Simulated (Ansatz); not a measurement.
# CH5Cl2NSn: geometry optimisation from a Python script

A script is to give a geometry optimisation; the system is CH5Cl2NSn.

Computed with the Python package of Ansatz 0.2.0. Level of theory: B3LYP/def2-SVP.

## Step 1: The system

Bond lengths: C1–N2 1.418 Å, N2–Sn3 2.079 Å, Sn3–Cl4 2.300 Å, Sn3–Cl5 2.331 Å, C1–H6 1.109 Å, C1–H7 1.163 Å, C1–H8 1.065 Å, N2–H9 1.091 Å, Sn3–H10 1.777 Å. Angles (14 of 15 angles, heavy atoms first): C1–N2–Sn3 109.6°, N2–Sn3–Cl4 110.6°, N2–Sn3–Cl5 110.1°, Cl4–Sn3–Cl5 111.5°, C1–N2–H9 107.5°, Sn3–N2–H9 107.9°, N2–C1–H6 112.1°, N2–C1–H7 108.3°, N2–C1–H8 111.7°, N2–Sn3–H10 107.2°, Cl4–Sn3–H10 108.4°, Cl5–Sn3–H10 108.9°, H6–C1–H7 105.3°, H6–C1–H8 112.0°.

No structure file is read: the coordinates are typed or built in the script.

## Step 2: The script

Input file run_opt.py:

```python
"""Minimum-energy structure of CH5Cl2NSn."""

import ansatz as az
import numpy as np

ch5cl2nsn = (
    az.Crystal.molecule()
    .atom("C", (-0.7506, -0.7696, 0.9771))
    .atom("N", (0.6065, -0.4873, 0.6797))
    .atom("Sn", (0.7239, 0.5744, -1.1035))
    .atom("Cl", (-0.1387, -0.6639, -2.8398))
    .atom("Cl", (-0.3665, 2.6232, -0.8913))
    .atom("H", (-1.2485, -1.3296, 0.1602))
    .atom("H", (-1.3253, 0.2383, 1.0537))
    .atom("H", (-0.8543, -1.2585, 1.918))
    .atom("H", (0.9903, 0.1523, 1.4763))
    .atom("H", (2.4462, 0.8695, -1.4274))
)

job = (
    ch5cl2nsn.calculation()
    .basis(gaussian="def2-SVP")
    .functional("B3LYP")
)
symbols = [site.symbol for site in ch5cl2nsn.cartesian_sites]
start = np.array([site.position_ang for site in ch5cl2nsn.cartesian_sites], dtype=float)
def progress(event):
    if event["event"] == "relax_step":
        row = event["data"]
        print(f"step {row['step']:3d}  E = {row['lagrangian_ev']:.6f} eV  max force {row['allowed_force_max_ev_ang']:.4f} eV/A")


data = job.relax(force_tolerance=0.01).session().plan().execute(on_event=progress).report
end = np.array(data["positions_ang"])

print(f"E = {data['free_energy_ev']:.6f} eV = {data['free_energy_ev'] / 27.211386246:.7f} Ha")
print("converged:", data["converged"], " doubts:", data["published_state_doubts"] or "none")

print("bond        before    after (A)")
for i, j in [(0, 1), (0, 5), (0, 6), (0, 7), (1, 2), (1, 8), (2, 3), (2, 4), (2, 9)]:
    d0, d1 = (np.linalg.norm(xyz[i] - xyz[j]) for xyz in (start, end))
    print(f"{symbols[i]}{i}-{symbols[j]}{j}".ljust(10), f"{d0:8.4f} {d1:8.4f}")
```

## Step 3: The input behind the calls

The package turns the script's settings into the engine's input:

```yaml
crystal:
  periodic: [false, false, false]
  atoms:
    - { symbol: C, position_ang: [-0.7506, -0.7696, 0.9771] }
    - { symbol: "N", position_ang: [0.6065, -0.4873, 0.6797] }
    - { symbol: Sn, position_ang: [0.7239, 0.5744, -1.1035] }
    - { symbol: Cl, position_ang: [-0.1387, -0.6639, -2.8398] }
    - { symbol: Cl, position_ang: [-0.3665, 2.6232, -0.8913] }
    - { symbol: H, position_ang: [-1.2485, -1.3296, 0.1602] }
    - { symbol: H, position_ang: [-1.3253, 0.2383, 1.0537] }
    - { symbol: H, position_ang: [-0.8543, -1.2585, 1.918] }
    - { symbol: H, position_ang: [0.9903, 0.1523, 1.4763] }
    - { symbol: H, position_ang: [2.4462, 0.8695, -1.4274] }
basis:
  gaussian:
    orbitals: def2-SVP
hamiltonian:
  xc: b3lyp
relax:
  f_tol: 0.01
```

## Step 4: Launch

Run with:

```console
$ python run_opt.py
```

Q: Predict the main results. Wanted: total energy; dipole moment; moves of the relaxation; energy gained; last largest force component.

The runs gave:

| quantity | value |
| --- | --- |
| total energy | -33480.2576 eV |
| dipole moment | 2.88 D |
| moves of the relaxation | 8 |
| energy gained | 0.481 eV |
| last largest force component | 0.0035 eV/Å |

What this shows: After 8 moves the largest shift is 0.422 Å, of atom 7 (H). Notes:
- The end point is the stationary point reached from this start; no frequency run checks that it is a minimum, and the basis set is modest.
- def2 sets replace the cores of elements past krypton by effective core potentials.
- b3lyp holds the VWN-RPA fit, as in Gaussian; the form of ORCA and Turbomole is b3lyp5.
